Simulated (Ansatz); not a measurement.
# AlBrHO radical: up Jacob's ladder to CCSD(T)

An exercise on one series of results from a longer session: the logs are not shown, and one member is left open.

Computed with Ansatz 0.2.0, Gaussian basis. Level: functionals in def2-TZVPP, the program's frozen cores in correlated methods.

Plan: LDA (SPW92), PBE-D4, revPBE-D4, BLYP-D4, r2SCAN-D4, B97M-V, PBE0-D4, B3LYP-D4, r2SCANh-D4, r2SCAN0-D4, HSE06-D4, BHLYP-D4, CAM-B3LYP-D4, LC-ωPBE, ωB97X-V, ωB97M-V, B2PLYP, PBE-QIDH; CCSD(T)/def2-SVP; CCSD(T)/def2-TZVPP; MP2/def2-QZVPP; extrapolation to the limit; RPA on PBE.

## Structure used throughout

The geometry comes from an earlier relaxation with PBE0-D4 in a triple-zeta def2 set; it is a stationary point.

SMILES `[OH][Al][Br]`, 4 atoms, charge 0, spin multiplicity 2.

Atoms are counted from 1 here; the program's logs count them from 0.

Bond lengths: O1–Al2 1.695 Å, O1–H4 0.957 Å, Al2–Br3 2.270 Å. Angles: Al2–O1–H4 123.5°, O1–Al2–Br3 116.9°.

The first run:

in.yaml

```yaml
crystal:
  periodic: [false, false, false]
  atoms:
    - {symbol: O, position_ang: [-0.417947, 0.558161, -0.729145]}
    - {symbol: Al, position_ang: [-0.100719, -0.215049, 0.745021]}
    - {symbol: Br, position_ang: [1.740930, -1.539731, 0.836008]}
    - {symbol: H, position_ang: [-1.166664, 1.136418, -0.872185]}
basis:
  gaussian: {orbitals: def2-TZVPP}
magnetization: {spin_polarized: true, initial_magnetization: 1}
hamiltonian: {xc: lda}
output: {orbitals: {seedname: orbitals}}
```

Steps of the session up to this table: LDA; PBE-D4 (GGA); revPBE-D4 (GGA); BLYP-D4 (GGA); r2SCAN-D4 (meta-GGA); B97M-V (meta-GGA); PBE0-D4 (hybrid); B3LYP-D4 (hybrid); r2SCANh-D4 (hybrid); r2SCAN0-D4 (hybrid); HSE06-D4 (hybrid); BHLYP-D4 (hybrid); CAM-B3LYP-D4 (range-separated); LC-ωPBE-D4 (range-separated; the results give it without D4); ωB97X-V (range-separated); ωB97M-V (range-separated); B2PLYP (double hybrid); PBE-QIDH (double hybrid).

One table of the session follows, with a row left open; its other results are not shown here.

It belongs to the step «Frontier levels by functional». 

```
  functional  HOMO (eV)  LUMO (eV)  gap (eV)
 LDA (SPW92)      -5.24      -4.13      1.12
      PBE-D4      -5.21      -3.75      1.46
   revPBE-D4      -5.18      -3.59      1.59
     BLYP-D4      -5.01      -3.78      1.23
   r2SCAN-D4      -5.52      -3.26      2.26
      B97M-V      -5.17      -4.08      1.09
     PBE0-D4      -6.27      -2.94      3.33
    B3LYP-D4      -6.02      -3.32      2.70
  r2SCANh-D4      -5.91      -3.03      2.87
  r2SCAN0-D4          ?          ?         ?
    HSE06-D4      -5.88      -3.32      2.56
    BHLYP-D4      -7.15      -2.30      4.84
CAM-B3LYP-D4      -7.45      -2.18      5.27
     LC-ωPBE      -8.80      -0.81      7.99
     ωB97X-V      -8.32      -1.31      7.01
     ωB97M-V      -7.94      -1.51      6.43
```

Estimate the missing values for r2SCAN0-D4.

Worked estimate for «HOMO (eV)». Against the share of exact exchange, r2SCAN-D4 (0, -5.52), r2SCANh-D4 (0.1, -5.91) give a slope of -3.90 per unit share; at 0.25 the line stands at -6.49.

As computed: HOMO (eV): -6.48; LUMO (eV): -2.71; gap (eV): 3.78. In «HOMO (eV)» the line misses by -0.01.
